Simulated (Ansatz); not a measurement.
**HfCd2: a trial structure relaxed**

Where does HfCd2 go from the start given, Cu2Sb type (P4/nmm, No. 129)?

Computed with Ansatz 0.2.0 (DFT PBE, scalar-relativistic, plane waves, PAW, unless a step's input says otherwise).

**1. The structure to begin with**

The structure is tetragonal, space group P4/nmm (No. 129). The conventional cell has a = 4.337 Å, b = 4.337 Å, c = 6.618 Å, α = 90.00°, β = 90.00°, γ = 90.00°. Hf (site symmetry 4mm) is surrounded by 9 Cd at 2.85 to 3.07 Å. Cd (site symmetry -4m2) has 8 Cd at 2.81 to 3.07 Å and 4 Hf at 2.94 Å as nearest neighbours. Around Cd (site symmetry 4mm) lie 4 Cd at 2.81 Å and 5 Hf at 2.85 to 3.07 Å.

Structure file:

```
CELL_PARAMETERS angstrom
4.33713 0.00000 0.00000
0.00000 4.33713 0.00000
0.00000 0.00000 6.61760
ATOMIC_POSITIONS crystal
Hf 0.00000 0.50000 0.70000
Hf 0.50000 0.00000 0.30000
Cd 0.00000 0.00000 0.00000
Cd 0.50000 0.50000 0.00000
Cd 0.00000 0.50000 0.27000
Cd 0.50000 0.00000 0.73000
```

(A quick probe on a coarse mesh, which set the mesh and smearing, is not shown.)

**3. Coarse relaxation**

Input file input.yaml:

```yaml
crystal:
  lattice:
    - [4.3371303249, 0.0, 0.0]
    - [0.0, 4.3371303249, 0.0]
    - [0.0, 0.0, 6.617600403]
  atoms:
    - { symbol: Hf, position: [0.0, 0.5, 0.7] }
    - { symbol: Hf, position: [0.5, 0.0, 0.3] }
    - { symbol: Cd, position: [0.0, 0.0, 0.0] }
    - { symbol: Cd, position: [0.5, 0.5, 0.0] }
    - { symbol: Cd, position: [0.0, 0.5, 0.27] }
    - { symbol: Cd, position: [0.5, 0.0, 0.73] }
basis:
  ecutwfc: 420
kpoints:
  mp_grid: { grid: [4, 4, 4] }
hamiltonian:
  xc: pbe
scf:
  occupations: { method: gaussian, width: 0.1 }
  lower_state_search: "off"
output:
  forces: true
  stress: true
  eigenvalues: true
relax:
  adjacent_minimum: "off"
  f_tol: 0.04
  max_steps: 70
  cell: { stress_tol: 0.4 }
```

Started as:

```console
$ ansatz run input.yaml --threads 1 --pin off --max-ram 2560MiB --backend cpu --events-out ev --progress --plain --runs-dir out
```

The session goes on with these runs: full relaxation.

Before running it: what results should come out?

As calculated:

Formation energies count from the elements, computed with the same settings in runs not shown here.

| quantity | value |
| --- | --- |
| cell | a = 4.019 Å, b = 4.019 Å, c = 8.277 Å, α = 90.00°, β = 90.00°, γ = 90.00° |
| space group | P4/nmm (No. 129) |
| volume | 22.28 Å³/atom |
| gap on the mesh | none (metal) |
| formation energy from the elements | +0.156 eV/atom |

What this shows: The space group stayed P4/nmm, and from the first guess the volume went from 20.75 to 22.28 Å³/atom. The formation energy of +0.16 eV/atom is positive, so the elements lie lower than this structure; another structure of the compound can lie lower. Spin-orbit coupling is left out for Hf.
